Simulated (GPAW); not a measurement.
Runs of GPAW 26.7.0 on CsLiCr2Te2S3. Symmetry: Pm, No. 6, monoclinic system. The conventional cell has a = 7.057 Å, b = 3.981 Å, c = 9.084 Å, α = 90.00°, β = 107.12°, γ = 90.00°. Cs (site symmetry m) is surrounded by 3 S at 3.44 to 3.50 Å and 1 Te at 3.93 Å. Around Li (site symmetry m) lie 3 S at 2.21 to 2.30 Å. Cr (site symmetry m) has 5 S at 2.47 to 2.63 Å and 1 Te at 2.79 Å and 2 Li at 2.81 Å as nearest neighbours. Around Cr (site symmetry m) lie 2 S at 2.34 to 2.50 Å. Around Te (site symmetry m) lie 3 Cr at 2.76 to 2.79 Å. Te (site symmetry m) is surrounded by 1 S at 2.48 Å and 2 Cr at 2.80 Å. S (site symmetry m) is surrounded by 2 Li at 2.21 Å and 1 Te at 2.48 Å and 1 Cr at 2.51 Å. S (site symmetry m) has 3 Cr at 2.34 to 2.47 Å and 1 Li at 2.63 Å as nearest neighbours. The cell was built by a generator and needn't be a form met in nature.

```csv
level,gap on the mesh (eV),pressure (GPa),moment (μB),largest force (eV/Å)
PBE+D3,0.42,(c),6.00,0.09
PBE+D3(BJ),0.42,(b),6.00,0.12
PBE+D4,0.42,-1.5,6.00,0.14
PBE,0.42,(a),6.00,0.08
```

Alike in all rows: task single point; potentials or basis GPAW PAW data sets (gpaw-data 1.2.1), pw; spin collinear, ferromagnetic start; cell as given; k mesh 2 × 4 × 2; cutoff (eV) 800; smearing fermi-dirac 0.05 eV; the mesh is coarse, so values aren't converged.

Q: Estimate the missing entries.

A: (a) 0.2; (b) -1.6; (c) -1.0.

Caveats: all runs use coarse meshes; spin-orbit coupling is left out, which moves the levels of the heavy elements; only a ferromagnetic start was run, and an antiferromagnetic order may lie lower in energy.

A k mesh can miss the band edges, and the runs leave out spin-orbit coupling on Cs, Te.

Not every run made on this cell is shown here.
